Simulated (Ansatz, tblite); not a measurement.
# The cluster Si₂₅PH₃₆: one state, many levels

One table from this session's results is given with a row withheld; the runs are named, their logs left out.

Program: Ansatz 0.2.0, Gaussian basis. Level of theory: as each input shows. These are calculated values, not measurements.

The runs, in order: GFN1-xTB, GFN2-xTB, PBE-D4/def2-SVP, r2SCAN-D4/def2-SVP, HF/def2-SVP, r2SCAN-D4/def2-mTZVP, HF/STO-3G, MP2/def2-SVP.

2 further runs of the same task are left out: 2 set aside as unsound or not needed.

## The relaxed structure

The doublet was relaxed beforehand with PBE-D4/def2-SVP.

62 atoms, charge 0, spin multiplicity 2.

Bond lengths: P1–Si7 2.405 Å, P1–Si8 2.281 Å, P1–Si9 2.283 Å, P1–Si10 2.405 Å, Si2–Si15 2.357 Å, Si2–Si17 2.364 Å, Si2–H27 1.510 Å, Si2–H28 1.506 Å, Si3–Si16 2.353 Å, Si3–Si17 2.362 Å, Si3–Si18 2.355 Å, Si3–H29 1.512 Å, Si4–Si15 2.355 Å, Si4–Si20 2.360 Å, Si4–H30 1.510 Å, Si4–H31 1.506 Å, Si5–Si19 2.353 Å, Si5–Si20 2.358 Å and more. Angles: Si7–P1–Si8 105.3°, Si7–P1–Si9 103.5°, Si7–P1–Si10 136.5°, Si8–P1–Si9 95.7°, Si8–P1–Si10 105.3°, Si9–P1–Si10 103.5°, Si15–Si2–Si17 113.2°, Si15–Si2–H27 109.4°, Si15–Si2–H28 109.1°, Si17–Si2–H27 107.4°, Si17–Si2–H28 110.1°, H27–Si2–H28 107.4°, Si16–Si3–Si17 106.3°, Si16–Si3–Si18 112.1°, Si16–Si3–H29 111.0°, Si17–Si3–Si18 111.0°, Si17–Si3–H29 108.0°, Si18–Si3–H29 108.4° and more.

PBE0-D4/def2-SVP was run before; its log isn't repeated, and its numbers join the tables.

Set-up of the first run:

Tight binding, by tblite at 300 K electronic temperature and without a spin-polarisation term:

```python
tblite.interface.Calculator('GFN1-xTB', numbers, positions, charge=0, uhf=1).singlepoint()
```

Tight binding, by tblite at 300 K electronic temperature and without a spin-polarisation term:

```python
tblite.interface.Calculator('GFN2-xTB', numbers, positions, charge=0, uhf=1).singlepoint()
```

start.molden holds the orbitals of an earlier run on this state, given as this run's starting guess.

The input, in.yaml:

```yaml
crystal:
  periodic: [false, false, false]
  atoms:
    - {symbol: P, position_ang: [-0.057670, 0.057654, 0.099545]}
    - {symbol: Si, position_ang: [-4.459083, -1.731091, 1.738813]}
    - {symbol: Si, position_ang: [-4.118376, 1.307085, -0.852082]}
    - {symbol: Si, position_ang: [-1.723801, -4.480754, 1.722702]}
    - {symbol: Si, position_ang: [1.313197, -4.040427, -0.792781]}
    - {symbol: Si, position_ang: [1.225330, -1.224580, -3.432916]}
    - {symbol: Si, position_ang: [-1.596350, -1.562630, -0.790707]}
    - {symbol: Si, position_ang: [-1.262706, 1.260951, 1.617819]}
    - {symbol: Si, position_ang: [1.131696, -1.130762, 1.644253]}
    - {symbol: Si, position_ang: [1.561934, 1.597216, -0.790208]}
    - {symbol: Si, position_ang: [-1.309094, 4.117693, -0.850645]}
    - {symbol: Si, position_ang: [1.728904, 4.458195, 1.740743]}
    - {symbol: Si, position_ang: [4.041507, -1.310887, -0.793615]}
    - {symbol: Si, position_ang: [4.481261, 1.725735, 1.721886]}
    - {symbol: Si, position_ang: [-3.013483, -3.022396, 0.396967]}
    - {symbol: Si, position_ang: [-2.933289, -0.225426, -2.186894]}
    - {symbol: Si, position_ang: [-5.514868, 0.020571, 0.552629]}
    - {symbol: Si, position_ang: [-2.679684, 2.677703, 0.411767]}
    - {symbol: Si, position_ang: [-0.078942, -2.723060, -2.158416]}
    - {symbol: Si, position_ang: [-0.022231, -5.523484, 0.462465]}
    - {symbol: Si, position_ang: [2.597297, -2.595196, 0.550495]}
    - {symbol: Si, position_ang: [0.224301, 2.934203, -2.185916]}
    - {symbol: Si, position_ang: [2.722930, 0.080772, -2.158535]}
    - {symbol: Si, position_ang: [3.021227, 3.014853, 0.397466]}
    - {symbol: Si, position_ang: [-0.023662, 5.513666, 0.555597]}
    - {symbol: Si, position_ang: [5.524628, 0.025259, 0.460715]}
    - {symbol: H, position_ang: [-5.546632, -2.615424, 2.301499]}
    - {symbol: H, position_ang: [-3.683042, -1.174518, 2.903937]}
    - {symbol: H, position_ang: [-5.001093, 2.195827, -1.699355]}
    - {symbol: H, position_ang: [-2.609524, -5.559143, 2.299607]}
    - {symbol: H, position_ang: [-1.124171, -3.719172, 2.875647]}
    - {symbol: H, position_ang: [2.266515, -4.849844, -1.643292]}
    - {symbol: H, position_ang: [2.049624, -2.048270, -4.394892]}
    - {symbol: H, position_ang: [0.328229, -0.328186, -4.250213]}
    - {symbol: H, position_ang: [-2.000502, 0.266097, 2.471899]}
    - {symbol: H, position_ang: [-0.269071, 1.999013, 2.473096]}
    - {symbol: H, position_ang: [0.118667, -1.848839, 2.494589]}
    - {symbol: H, position_ang: [1.848460, -0.117092, 2.494917]}
    - {symbol: H, position_ang: [-2.197881, 5.000739, -1.697536]}
    - {symbol: H, position_ang: [1.173008, 3.680508, 2.905096]}
    - {symbol: H, position_ang: [2.612286, 5.545961, 2.304511]}
    - {symbol: H, position_ang: [4.850657, -2.264085, -1.644519]}
    - {symbol: H, position_ang: [3.720579, 1.124942, 2.874836]}
    - {symbol: H, position_ang: [5.559208, 2.611975, 2.298809]}
    - {symbol: H, position_ang: [-3.858727, -3.860872, -0.541123]}
    - {symbol: H, position_ang: [-3.933353, -1.104796, -2.898318]}
    - {symbol: H, position_ang: [-2.102659, 0.479382, -3.226892]}
    - {symbol: H, position_ang: [-6.554911, -0.620260, -0.336781]}
    - {symbol: H, position_ang: [-6.238882, 0.918577, 1.528206]}
    - {symbol: H, position_ang: [-3.493474, 3.490669, 1.392597]}
    - {symbol: H, position_ang: [-0.835668, -3.629349, -3.102389]}
    - {symbol: H, position_ang: [-0.696791, -6.455575, -0.515592]}
    - {symbol: H, position_ang: [0.848273, -6.359936, 1.369619]}
    - {symbol: H, position_ang: [3.367643, -3.364978, 1.598339]}
    - {symbol: H, position_ang: [-0.479734, 2.103799, -3.226619]}
    - {symbol: H, position_ang: [1.103266, 3.935235, -2.896485]}
    - {symbol: H, position_ang: [3.628468, 0.838361, -3.102544]}
    - {symbol: H, position_ang: [3.858405, 3.861505, -0.540515]}
    - {symbol: H, position_ang: [-0.922302, 6.235870, 1.531914]}
    - {symbol: H, position_ang: [0.616330, 6.555188, -0.332659]}
    - {symbol: H, position_ang: [6.362231, -0.844723, 1.367307]}
    - {symbol: H, position_ang: [6.455627, 0.700581, -0.517846]}
basis:
  gaussian: {orbitals: def2-SVP, fitting: {mean_field: def2-universal-jkfit}, initial_orbitals: start.molden}
magnetization: {spin_polarized: true, initial_magnetization: 1}
hamiltonian: {xc: pbe, dispersion: d4}
scf: {omitted_lower_state_checks: [starts]}
output: {forces: true, orbitals: {seedname: orbitals}}
```

The run is started by

```console
$ ansatz run in.yaml --threads 4 --pin off --events-out ev --progress --plain --max-ram 46080MiB --backend cuda --devices 0, --max-vram 37GiB
```

Among the steps run: PBE-D4/def2-SVP; r2SCAN-D4/def2-SVP; HF/def2-SVP; r2SCAN-D4/def2-mTZVP; HF/STO-3G; MP2/def2-SVP.

One table of the session follows, with a row left open; its other results are not shown here.

It belongs to the step «Binding energy». 

| level | binding an atom (eV) |
| --- | --- |
| HF/STO-3G | 3.591 |
| HF/def2-SVP | 2.345 |
| PBE-D4/def2-SVP | 3.245 |
| r2SCAN-D4/def2-SVP | 3.249 |
| r2SCAN-D4/def2-mTZVP | 3.195 |
| PBE0-D4/def2-SVP | ? |
| MP2/def2-SVP | 2.975 |

Estimate the missing values for PBE0-D4/def2-SVP.

The run gave: binding an atom (eV): 3.238. In the column «binding an atom (eV)» it lies between r2SCAN-D4/def2-mTZVP (3.195) and PBE-D4/def2-SVP (3.245).

Limits of these values: Free atoms were run apart at each level; binding is atoms less cluster, divided by the number of atoms, without zero-point or spin-orbit terms.
